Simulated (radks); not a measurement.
**Bi⁺ in [Hg] 6p1.5 7s0.5: an all-electron calculation**

Aim: the levels, the sizes of the orbitals and the parts of the energy of the bismuth ion Bi+.

Program: radks (a radial shooting solver on a logarithmic mesh, Libxc functionals) version 1. Level of theory: scalar-relativistic Kohn-Sham, r2SCAN, spin-polarised, spherical densities, finite nucleus; open shells are filled with parallel spins first. These are calculated values, not measurements, unless marked.

## (1) Starting point

```
element            : bismuth (Z = 83)
charge             : +1
electrons          : 82
configuration      : [Hg] 6p1.5 7s0.5
nuclear rms radius : 5.5211 fm
```

## (2) The run

Input:

```text
Z 83
configuration [Hg] 6p1.5 7s0.5
relativity scalar-relativistic
functional r2scan,r2scan
spin polarised
nucleus finite rms 5.5211 fm
c 137.035999084
```

Started as:

```console
> python run_ks.py task.json out
```

All runs below come from this command, one after another.

Q: Predict the outcome of this run.

The runs gave:

| quantity | value |
| --- | --- |
| total energy | -21526.4043 hartree |
| exchange-correlation share of it | 1.83 % |
| −T/E | 1.1335 |
| highest occupied level | 7s up, -5.749 eV |
| most extended occupied level | 7s up, <r> = 5.47 bohr |
| radius at density 0.001 e/bohr³ | 4.48 bohr |
| maxima of the radial density | 4 |

The radial density shows 4 maxima for 7 occupied principal shells; where shells overlap, one shows as a shoulder or not at all. Relativity lifts −T/E to 1.133. This is not the tabulated ground configuration, so its levels and sizes aren't those of the ground state, and no measured value stands beside it.
